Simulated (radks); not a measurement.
**Re⁻ inside a hard spherical wall**

The task here is to estimate one member of a computed series from the others.

Method: scalar-relativistic Kohn-Sham, LDA (Slater exchange, Perdew-Wang correlation), spin-polarised, spherical densities, point nucleus; open shells are filled with parallel spins first. Code: radks (a radial shooting solver on a logarithmic mesh, Libxc functionals) version 1.

## Starting point

| Property | Result |
| --- | --- |
| element | rhenium (Z = 75) |
| charge | -1 |
| electrons | 76 |
| configuration | [Xe] 4f14 5d6 6s2 |

The outer shells:

Re⁻
```
[Xe] core
4f [↑↓][↑↓][↑↓][↑↓][↑↓][↑↓][↑↓]
5d [↑↓][↑ ][↑ ][↑ ][↑ ]
6s [↑↓]
```

Set-up of the first run:

The run's settings:

```text
Z 75
configuration [Xe] 4f14 5d6 6s2 6p0 7s0 5f0
relativity scalar-relativistic
functional lda,pw
spin polarised
nucleus point
wall 20 bohr
c 137.035999084
```

Among the steps run: Wall at 20 bohr; Wall at 15 bohr; Wall at 10 bohr; Wall at 8 bohr; Wall at 7 bohr; Wall at 6 bohr; Wall at 5 bohr; Wall at 3 bohr.

One of the session's tables, all rows but one given; the rest of the session is left out.

```
R (bohr)  E − E(widest) (eV)  ε(5d) (eV)  ε(7s, empty) (eV)  ε(6p, empty) (eV)  ε(5f, empty) (eV)
      20               0.000       0.163              1.864              1.949              2.859
      15               0.054       0.809              2.953              2.680              4.704
      10               0.187       1.268              5.546              3.569              8.425
       8                   ?           ?                  ?                  ?                  ?
       7               1.246       2.555             12.124              5.638             14.366
       6               2.940       3.802             18.039              7.602             18.319
       5               7.792       6.286             29.715             11.710             24.737
       3              90.799      25.903             128.40             52.924             62.936
```

Q: Estimate the row for R (bohr) = 8 from the others.

Worked estimate for «E − E(widest) (eV)». A straight line through the neighbours (10, 0.187) and (7, 1.246) gives 0.187 + (1.246 − 0.187) × (8 − 10) / (7 − 10) = 0.893; a parabola fitted to 4 rows on both sides gives 1.003.

The run gave: E − E(widest) (eV): 0.590; ε(5d) (eV): 1.883; ε(7s, empty) (eV): 8.819; ε(6p, empty) (eV): 4.584; ε(5f, empty) (eV): 11.715. In «E − E(widest) (eV)» the line misses by +0.303 and the parabola by +0.413.

In words: Eigenvalues are for spin up. From R = 20 bohr inwards the highest occupied level lies above zero, in an anion first from self-interaction, then from the wall. Shells are not refilled when levels cross, and a hard wall is a model, not a crystal.
